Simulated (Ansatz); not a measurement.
**BGe+ (singlet): RKS PBE0, RPA-PBE over a scan of the distance Ge1–B2, cc-pVDZ**

How well do these functionals follow the top wave-function level for BGe+ (singlet) over a scan of the distance Ge1–B2?

Computed with Ansatz 0.2.0, Gaussian basis. Level: cc-pVDZ, all electrons in the functionals, frozen cores in the correlation of double hybrids and RPA.

The runs, in order: RKS PBE0, RPA-PBE, at 2.011 Å; 2.274 Å; 2.564 Å; 2.792 Å; 3.071 Å; 3.515 Å; 4.037 Å; 4.787 Å; 5.725 Å; 6.959 Å; 8.763 Å.

25 further runs of the same task are left out: 18 that didn't finish, 7 set aside as unsound or not needed.

## (1) The geometry

The geometry derives from a PBE0/def2-TZVP stationary point (not a proven minimum). One bond is set to the value named and the two fragments are kept rigid. No spin-orbit coupling is included. The filled d shell of Ge may be among the frozen orbitals whatever the setting's name suggests; the logs give the count.

2 atoms, charge 1, spin multiplicity 1.

Atoms are counted from 1 here; the program's logs count them from 0.

No contacts short enough for the rule that draws bonds.

No dispersion term is added.

The geometry shown and the zero of energy belong to the point 2.564 Å. The yardstick, FCI, and other wave-function levels (R restricted, U unrestricted, valence and pair active spaces) come from earlier runs.

## (2) RKS PBE0, 2.011 Å

The input, in.yaml:

```yaml
crystal:
  periodic: [false, false, false]
  atoms:
    - {symbol: Ge, position_ang: [0.000000, 0.000000, 0.000000]}
    - {symbol: B, position_ang: [0.000000, 0.000000, 2.011000]}
basis:
  gaussian: {orbitals: cc-pVDZ}
total_charge: 1
hamiltonian: {xc: {name: PBE0}}
```

Started as:

```
ansatz run in.yaml --threads 1 --pin off --events-out ev --progress --plain --max-ram 2393MiB
```

The runs that follow: RKS PBE0, 2.274 Å; RKS PBE0, 2.564 Å; RKS PBE0, 2.792 Å; RKS PBE0, 3.071 Å; RKS PBE0, 3.515 Å; RKS PBE0, 4.037 Å; RKS PBE0, 4.787 Å; RKS PBE0, 5.725 Å; RKS PBE0, 6.959 Å; RKS PBE0, 8.763 Å; RPA-PBE, 2.011 Å; RPA-PBE, 2.274 Å; RPA-PBE, 2.564 Å; RPA-PBE, 2.792 Å; RPA-PBE, 3.071 Å; RPA-PBE, 3.515 Å; RPA-PBE, 4.037 Å; RPA-PBE, 4.787 Å; RPA-PBE, 5.725 Å; RPA-PBE, 6.959 Å; RPA-PBE, 8.763 Å.

Q: Predict the results of all the runs planned. Wanted: span of the FCI curve; largest miss, RKS PBE0.

The runs gave:

| quantity | value |
| --- | --- |
| span of the FCI curve | 33.9 kcal/mol |
| largest miss, RKS PBE0 | +11.3 kcal/mol (6.959 Å) |

**Reading.** RKS PBE0 strays by up to 11.3 kcal/mol, at 6.959 Å. Functionals and the yardstick converge differently with the basis, so part of each miss in cc-pVDZ is the basis.
